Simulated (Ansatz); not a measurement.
# Al2BN3: the cost of one run

Program: Ansatz 0.2.0. Level of theory: DFT PBE, scalar-relativistic, plane waves, PAW. These are calculated values, not measurements.

1 further run of the same task is left out (set aside as unsound or not needed).

### Step 1. Starting point

Symmetry: P3m1, No. 156, trigonal system. The conventional cell has a = 2.959 Å, b = 2.959 Å, c = 7.234 Å, α = 90.00°, β = 90.00°, γ = 120.00°. Al (site symmetry 3m) is surrounded by 4 N at 1.85 to 1.89 Å. Around Al (site symmetry 3m) lie 4 N at 1.85 to 1.87 Å. Around B (site symmetry 3m) lie 1 N at 1.52 Å. N (site symmetry 3m) has 4 Al at 1.85 to 1.87 Å as nearest neighbours. N (site symmetry 3m) has 1 B at 1.52 Å and 3 Al at 1.85 Å as nearest neighbours. N (site symmetry 3m) has 3 B at 1.79 Å and 1 Al at 1.89 Å as nearest neighbours.

Coordinates:

```xyz
6
Lattice="2.9591 0.0000 0.0000 -1.4795 2.5627 0.0000 0.0000 0.0000 7.2336" Properties=species:S:1:pos:R:3 pbc="T T T"
Al    0.0000    0.0000    7.1582
Al    1.4795    0.8542    2.5103
B     0.0000    1.7084    4.7319
N     1.4795    0.8542    0.6357
N     0.0000    1.7084    3.2089
N     0.0000    0.0000    5.2643
```

It is the end of an earlier relaxation with the same method, from a generated guess; it needn't be the stable form of this composition. At a tolerance of 0.02 Å it has space group P3m1 (No. 156); it has 9.14 Å³/atom, an uncorrected energy of -0.99 eV/atom over the elements.

### Step 2. Static run: bands, density of states and charges

File input.yaml:

```yaml
crystal:
  lattice:
    - [2.9590948373, 0.0, 0.0]
    - [-1.4795474186, 2.5626513013, 0.0]
    - [0.0, 0.0, 7.2336465064]
  atoms:
    - { symbol: Al, position: [0.0, 0.0, 0.9895732369] }
    - { symbol: Al, position: [0.6666666667, 0.3333333333, 0.3470330389] }
    - { symbol: B, position: [0.3333333333, 0.6666666667, 0.6541564785] }
    - { symbol: "N", position: [0.6666666667, 0.3333333333, 0.0878787641] }
    - { symbol: "N", position: [0.3333333333, 0.6666666667, 0.4436040813] }
    - { symbol: "N", position: [0.0, 0.0, 0.7277544003] }
basis:
  ecutwfc: 420
kpoints:
  mp_grid: { grid: [12, 12, 4] }
  band_path:
    path:
      - [[0.0, 0.0, 0.0], [0.5, 0.0, 0.0], [0.33333333, 0.33333333, 0.0], [0.0, 0.0, 0.0], [0.0, 0.0, 0.5], [0.5, 0.0, 0.5], [0.33333333, 0.33333333, 0.5], [0.0, 0.0, 0.5]]
      - [[0.5, 0.0, 0.5], [0.5, 0.0, 0.0]]
      - [[0.33333333, 0.33333333, 0.5], [0.33333333, 0.33333333, 0.0]]
    npoints: 14
hamiltonian:
  xc: pbe
scf:
  occupations: { method: gaussian, width: 0.02 }
  n_extra_bands: 15
output:
  forces: true
  stress: true
  eigenvalues: true
  populations: true
  dos: { projected: true, de: 0.02, nscf_kmesh: { grid: [18, 18, 6] } }
  bader: true
  write_density: true
  write_potential: true
  elf: true
  volumetric_format: npy
```

Started as:

```bash
$ ansatz run input.yaml --threads 1 --pin off --max-ram 2560MiB --backend cpu --events-out ev --progress --plain --runs-dir out
```

**Question.** How long does this run take on 1 thread of Intel Xeon 6975P-C (Granite Rapids), shared host, and how much memory does it need?

About 63 s, with a peak of 0.46 GiB.
